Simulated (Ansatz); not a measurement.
# BeCd2: the cost of one run

Computed with Ansatz 0.2.0 (DFT PBE, scalar-relativistic, plane waves, PAW, unless a step's input says otherwise).

### 1 Starting point

It takes space group P4/mmm (No. 123, tetragonal). The conventional cell has a = 4.764 Å, b = 4.764 Å, c = 23.800 Å, α = 90.00°, β = 90.00°, γ = 90.00°. Around Be (site symmetry 4/mmm) lie 4 Cd at 2.38 Å. Around Cd (site symmetry mmm) lie 2 Be at 2.38 Å.

Structure file:

```
CELL_PARAMETERS angstrom
4.76358 0.00000 0.00000
0.00000 4.76358 0.00000
0.00000 0.00000 23.80000
ATOMIC_POSITIONS crystal
Be 0.00000 0.00000 0.29412
Cd 0.00000 0.50000 0.29412
Cd 0.50000 0.00000 0.29412
```

The cell was relaxed beforehand at this level, from a generated guess; it is a trial structure. At a tolerance of 0.05 Å it has layer group p4/mmm (No. 61); it has 7.56 Å²/atom, an uncorrected energy of +0.77 eV/atom over the elements.

It is a sheet, periodic along a and b, with vacuum along c; volumes and pressures of the box carry no meaning, and space groups named for it are those of the box.

### 2 Bands, states and charges

input.yaml

```yaml
crystal:
  lattice:
    - [4.7635754894, 0.0, 0.0]
    - [0.0, 4.7635754894, 0.0]
    - [0.0, 0.0, 23.8]
  atoms:
    - { symbol: Be, position: [0.0, 0.0, 0.2941176471] }
    - { symbol: Cd, position: [0.0, 0.5, 0.2941176471] }
    - { symbol: Cd, position: [0.5, 0.0, 0.2941176471] }
  periodic: [true, true, false]
basis:
  ecutwfc: 420
kpoints:
  mp_grid: { grid: [10, 10, 1] }
  band_path:
    path: [[0.0, 0.0, 0.0], [0.0, 0.5, 0.0], [0.5, 0.5, 0.0], [0.0, 0.0, 0.0]]
    npoints: 14
hamiltonian:
  xc: pbe
scf:
  occupations: { method: gaussian, width: 0.1 }
  n_extra_bands: 7
output:
  forces: true
  stress: true
  eigenvalues: true
  populations: true
  dos: { projected: true, de: 0.02, nscf_kmesh: { grid: [12, 12, 1] } }
  bader: true
  write_density: true
  write_potential: true
  elf: true
  volumetric_format: npy
```

On the command line:

```console
ansatz run input.yaml --threads 1 --pin off --max-ram 2048MiB --backend cpu --events-out ev --progress --plain --runs-dir out
```

**Question.** How long does this run take on 1 thread of Intel Xeon Platinum 8488C (Sapphire Rapids), shared host, and how much memory does it need?

About 88 s, with a peak of 0.85 GiB.
